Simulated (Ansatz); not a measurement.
GdAlO3:

```xyz
5
Lattice="3.7353 0.0000 0.0000 0.0000 3.7353 0.0000 0.0000 0.0000 3.7353" Properties=species:S:1:pos:R:3 pbc="T T T"
Gd    0.0000    0.0000    0.0000
Al    1.8677    1.8677    1.8677
O     1.8677    1.8677    0.0000
O     1.8677    0.0000    1.8677
O     0.0000    1.8677    1.8677
```

The cell comes from a database or a generator and needn't be the stable form of this composition.

Base run:

```yaml
Program: Ansatz 0.2.0
Functional: PBEsol
Potentials_or_basis: Ansatz PAW
Cutoff: "420 eV (not typed: the program's choice for these potentials)"
k_mesh: 6 × 6 × 6
Occupations: fermi-dirac, width 0.05 eV
Spin: collinear spin, ferromagnetic start
Starting_moments: "[3.5, 0.0, 0.0, 0.0, 0.0] μB"
Fixed_moment: 3.5 μB
```

Its results: pressure -4.4 GPa; site moments Gd +3.75; Al +0.00; O -0.09 μB.

**Question.** The run is repeated on the same cell with these changes: fixed moment from 3.5 μB to 5.2 μB; moments at the start from [3.5, 0.0, 0.0, 0.0, 0.0] to [5.2, 0.0, 0.0, 0.0, 0.0]. What comes out?

**Answer.** Pressure -3.6 GPa; site moments Gd +5.39; Al +0.00; O -0.08 μB.

Caveats: the total moment is fixed, so each spin has its own Fermi level; a cell with one magnetic atom can't hold antiferromagnetic order, which such compounds often take; the PAW data sets come from PBE, with cores solved anew for the run's functional, which leaves a small shift of forces and pressure; the thresholds are loose for stress.
